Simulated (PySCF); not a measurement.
# The bond of SrZn, level by level

One table from this session's results is given with a row withheld; the runs are named, their logs left out.

Program: PySCF 2.14.0. Level of theory: Sr def2-SVPD with ECP28, Zn def2-SVPD, scalar-relativistic core potentials. These are calculated values, not measurements.

Set-up of the first run:

The job is set up so:

- atoms: Sr, Zn
- charge: 0
- basis: Sr def2-SVPD with ECP28, Zn def2-SVPD
- Hamiltonian: scalar-relativistic core potentials
- basis functions: 60
- electrons treated: 40
- masses in u: 87.9056, 63.9291
- levels: PBE0, PBE, r²SCAN, TPSSh, TPSS, PBEsol, LC-ωPBE, HF, MP2, SCS-MP2, CCSD, CCSD(T)
- grid: 80 radial by 434 angular points
- occupations: held fixed by the projection of orbital angular momentum
- dissociation limit: Sr + Zn, each in its ground configuration
- starting distance in angstrom: 2.900
- values of 2S to try: 0, 2

The run is started by

```bash
$ OMP_NUM_THREADS=1 python dia.py task.json out
```

Steps of the session up to this table: The job; The PBE0 curve of the state that the search chose; Higher solutions at PBE0; PBE (GGA); r²SCAN (meta-GGA); TPSSh; TPSS; PBEsol; LC-ωPBE (range-separated hybrid); RHF (mean field); Adding correlation.

One of the session's tables, all rows but one given; the rest of the session is left out.

It belongs to the step «The curves together». Energy (eV) from each level's lowest point:

| R (Å) | RHF | RHF-MP2 | RHF-SCS-MP2 | PBE | PBEsol |
| --- | --- | --- | --- | --- | --- |
| 3.288 | 0.380 | 0.168 | 0.207 | 0.056 | 0.035 |
| 3.441 | 0.264 | 0.103 | 0.135 | 0.016 | 0.006 |
| 3.594 | ? | ? | ? | ? | ? |
| 3.708 | 0.138 | 0.044 | 0.065 | 0.000 | 0.005 |
| 3.823 | 0.103 | 0.031 | 0.048 | 0.005 | 0.015 |
| 3.938 | 0.075 | 0.021 | 0.035 | 0.013 | 0.029 |
| 4.091 | 0.047 | 0.012 | 0.021 | 0.028 | 0.049 |
| 4.282 | 0.021 | 0.004 | 0.009 | 0.048 | 0.075 |
| 4.511 | 0.000 | 0.000 | 0.000 | 0.073 | 0.106 |

**Question.** Estimate the row for R (Å) = 3.594.

Worked estimate for «RHF». A straight line through the neighbours (3.441, 0.264) and (3.708, 0.138) gives 0.264 + (0.138 − 0.264) × (3.594 − 3.441) / (3.708 − 3.441) = 0.192; a parabola fitted to 4 rows on both sides gives 0.181.

As computed: RHF: 0.183; RHF-MP2: 0.063; RHF-SCS-MP2: 0.089; PBE: 0.001; PBEsol: 0.000. In «RHF» the line misses by +0.009 and the parabola by -0.002.

Limits of these values: The bond is weak, and basis-set superposition, which was not computed, may be a sizeable part of it.
